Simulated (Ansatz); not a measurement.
MnHg in Ansatz: convergence with k mesh

Crystal: MnHg.

```
CELL_PARAMETERS angstrom
3.28800 0.00000 0.00000
0.00000 3.28800 0.00000
0.00000 0.00000 3.31300
ATOMIC_POSITIONS crystal
Hg 0.00000 0.00000 0.00000
Mn 0.50000 0.50000 0.50000
```

```yaml
Program: Ansatz 0.2.0
Task: convergence study
Functional: PBE
Potentials_or_basis: PseudoDojo stringent (PBE files)
Cutoff: 1769 eV
Density_cutoff: 7075 eV
k_mesh: 3 × 3 × 3
Occupations: fermi-dirac, width 0.05 eV
Spin: collinear spin, ferromagnetic start
Starting_moments: "[0.0, 4.0] μB"
```

These are the settings of the first run; the series varies k mesh, with any setting tied to it.

Hardware: 2 threads of Arm Neoverse V2, on a shared host.

The values tried are 3 × 3 × 3, 4 × 4 × 4, 5 × 5 × 5, 6 × 6 × 6, 7 × 7 × 7, 9 × 9 × 9, 11 × 11 × 11, 13 × 13 × 13, loosest first. From which on does the absolute moment stay within 0.02 μB of the tightest run that finished?

From 11 × 11 × 11 on.

```
      k mesh  energy less the tightest run, at zero smearing (meV/atom)  pressure (GPa)  absolute moment (μB)  SCF cycles  CPU time (s)  peak memory (GiB)
   3 × 3 × 3                                                      64.83            0.49                  4.01           9           4.2               0.42
   4 × 4 × 4                                                      -7.02            0.49                  4.03           9            11               0.52
   5 × 5 × 5                                                       2.59            2.53                  4.17          10            12               0.53
   6 × 6 × 6                                                       6.02            1.81                  4.13          10            23               0.66
   7 × 7 × 7                                                      -8.32            1.99                  4.17           9            23               0.67
   9 × 9 × 9                                                       2.76            1.28                  4.08          10            44               0.87
11 × 11 × 11                                                       2.77            1.95                  4.15          10            74                1.2
13 × 13 × 13                                                       0.00            1.94                  4.14          10           110                1.6
```

Against the tightest run, the pressure stays within 0.1 GPa from 11 × 11 × 11 on. Not settled before the last step: the energy (to 1 meV/atom). Meshes of other sizes hit other points, so gaps and Fermi surfaces needn't settle smoothly. The tightest run that finished is the yardstick and may itself not be fully converged.

The run has no spin-orbit coupling, so splittings on Hg are missing.
